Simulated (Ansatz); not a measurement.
Write the native input for Ansatz 0.2.0 that does the following.

* Task: single point
* Functional: PBEsol
* Potentials or basis: Ansatz PAW
* Cutoff: 420 eV (not typed: the program's choice for these potentials)
* k mesh: 8 × 8 × 5
* Occupations: fermi-dirac, width 0.05 eV
* Spin: no spin polarisation

The system is Cd2S.

```
Cd S
1.0
     3.96267    0.00000    0.00000
    -1.98134    3.43177    0.00000
     0.00000    0.00000    5.80919
Cd S
2 1
Direct
  0.33333 0.66667 0.93272
  0.66667 0.33333 0.57873
  0.33333 0.66667 0.36571
```

The cell comes from a database or a generator and needn't be the stable form of this composition.

The input as run:

input.yaml

```yaml
crystal:
  lattice:
    - [3.962670049, 0.0, 0.0]
    - [-1.9813350245, 3.4317729293, 0.0]
    - [0.0, 0.0, 5.809192]
  atoms:
    - { symbol: Cd, position: [0.3333333333, 0.6666666667, 0.932717] }
    - { symbol: Cd, position: [0.6666666667, 0.3333333333, 0.578735] }
    - { symbol: S, position: [0.3333333333, 0.6666666667, 0.365705] }
hamiltonian:
  xc: pbesol
  pseudopotentials: { kind: paw }
kpoints:
  mp_grid: { grid: [8, 8, 5] }
scf:
  occupations: { method: fermi_dirac, width: 0.05 }
output:
  forces: true
  stress: true
  eigenvalues: true
```

Potentials or basis: Ansatz PAW.

Launch:

```sh
$ ansatz run input.yaml --threads 2 --pin off --max-ram 5632MiB --backend cpu --events-out ev --progress --plain --runs-dir out
```

It gave:

```json
{"Pressure": "-3.0 GPa", "Largest force": "0.145 eV/Å", "Band gap on the k mesh": "0.22 eV, indirect (least direct gap 0.56 eV)"}
```

Caveat: odd divisions of the mesh miss points on the zone boundary, where band edges often lie, so the gap on the mesh can be too wide; the PAW data sets come from PBE, with cores solved anew for the run's functional, which leaves a small shift of forces and pressure.

It took 3.6 s on 2 threads of Arm Neoverse V2 (shared host), peak memory 0.39 GiB.
